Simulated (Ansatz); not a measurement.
**Ge2W: structure and electronic structure**

Aim: relax Ge2W, then solve it with and without frozen cores. The runs shown use PAW and LAPW. Its runs: cell and atoms relaxed (PAW and LAPW); the reference run (LAPW and PAW).

The COD entry's cell or inner coordinates are ideal or old and differ from later refinements, so a difference from it is no clean test against experiment.

Computed with Ansatz 0.2.0 (DFT PBEsol, with the methods named in each step, unless a step's input says otherwise).

### 1 The structure to begin with

The structure is tetragonal, space group I4/mmm (No. 139). Conventional cell: a = 3.320 Å, b = 3.320 Å, c = 8.192 Å, α = 90.00°, β = 90.00°, γ = 90.00°. Ge (site symmetry 4mm) is surrounded by 5 Ge at 2.72 to 2.73 Å and 5 W at 2.72 to 2.73 Å. W (site symmetry 4/mmm) is surrounded by 10 Ge at 2.72 to 2.73 Å.

Structure file:

```
Ge W
1.0
    -1.66000    1.66000    4.09600
     1.66000   -1.66000    4.09600
     1.66000    1.66000   -4.09600
Ge W
2 1
Direct
  0.33330 0.33330 0.00000
  0.66670 0.66670 0.00000
  0.00000 0.00000 0.00000
```

Atoms are numbered in the order of the input: Ge1, Ge2, W3.

### 2 Cell and atoms relaxed, PAW

File input.yaml:

```yaml
crystal:
  lattice:
    - [-1.66, 1.66, 4.096]
    - [1.66, -1.66, 4.096]
    - [1.66, 1.66, -4.096]
  atoms:
    - { symbol: Ge, position: [0.3333, 0.3333, 0.0] }
    - { symbol: Ge, position: [0.6667, 0.6667, 0.0] }
    - { symbol: W, position: [0.0, 0.0, 0.0] }
kpoints:
  mp_grid: { grid: [15, 15, 15] }
scf:
  occupations: { method: fermi_dirac, width: 0.05 }
hamiltonian:
  xc: pbesol
  pseudopotentials: { kind: paw }
output:
  forces: true
  stress: true
relax:
  f_tol: 0.005
  max_steps: 50
  cell: {}
```

Command:

```sh
$ ansatz run input.yaml --threads 1 --pin off --max-ram 3072MiB --backend cpu --events-out ev --progress --plain --runs-dir out
```

After this run come: The relaxed cell, LAPW; The relaxed cell, PAW; Cell and atoms relaxed, LAPW.

**Question.** What will these runs give? Wanted: volume, relaxed; gap (for each run or level that gives them).

As calculated:

| quantity | value |
| --- | --- |
| volume, relaxed (PAW) | 14.913 Å³/atom, I4/mmm |
| volume, relaxed (LAPW) | 14.919 Å³/atom, I4/mmm |
| gap (LAPW) | none |

Relaxing changes the volume by -0.9 %, to 14.91 Å³/atom; LAPW ends +0.04 % from PAW, inside the stress tolerance. There is no gap at this level; the crystal is a metal here. PAW lies -0.07 GPa from LAPW in pressure. Spin-orbit coupling is left out, though the cell holds W; in elements this heavy it can shift bands and gaps by tenths of an eV.
